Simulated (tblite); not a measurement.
# C5H10AlBr: the cost of one run

The runs use tblite 0.8.0 and PySCF 2.14.0, with density-fitted response routines of our own; the level of theory stands in each step. All values are computed, except where a source is named. Atoms count from 0, in the outputs and in this text.

**1. Starting geometry**

17 atoms, charge 0, multiplicity 1; geometry from: force field or distance geometry start.

Bonds of the start (Å): C0–C1 1.33, C1–C2 1.50, C2–C3 1.51, C1–Al4 1.99, Al4–C5 1.99, Al4–Br6 2.37, C0–H7 1.09, C0–H8 1.08, C2–H9 1.12, C2–H10 1.11, C3–H11 1.12, C3–H12 1.12, C3–H13 1.11, C5–H14 1.11, C5–H15 1.09, C5–H16 1.11.

**2. Optimising the geometry with GFN2-xTB**

Job settings and geometry (Å):

```
{"job": {"kind": "relax", "xc": "GFN2-xTB", "basis": "xTB"}, "charge": 0, "multiplicity": 1}
C     -1.031600     1.994500     0.435900
C     -0.399200     0.925300    -0.037700
C     -1.120800    -0.164700    -0.772500
C     -1.676900    -1.203700     0.177600
Al     1.540600     0.696100     0.355400
C      2.476600    -0.943700    -0.274400
Br     2.725000     2.357600     1.564000
H     -2.098900     2.127900     0.270100
H     -0.510700     2.762700     0.996900
H     -1.974100     0.273800    -1.355500
H     -0.447000    -0.652900    -1.501400
H     -0.849500    -1.689700     0.752400
H     -2.392300    -0.744400     0.911800
H     -2.207300    -1.998100    -0.389400
H      3.541600    -0.892900     0.043900
H      2.419900    -1.004200    -1.365500
H      1.997700    -1.831600     0.178600
```

Launch:

```
$ OMP_NUM_THREADS=1 python probes_run.py task.json out
```

One launch serves the whole session: the jobs run in the order shown.

**Question.** How long does this first job take on 1 thread of Intel Xeon at 2.50GHz, shared host, and how much memory does it need?

About 2.2 s, with a peak of 0.18 GiB.
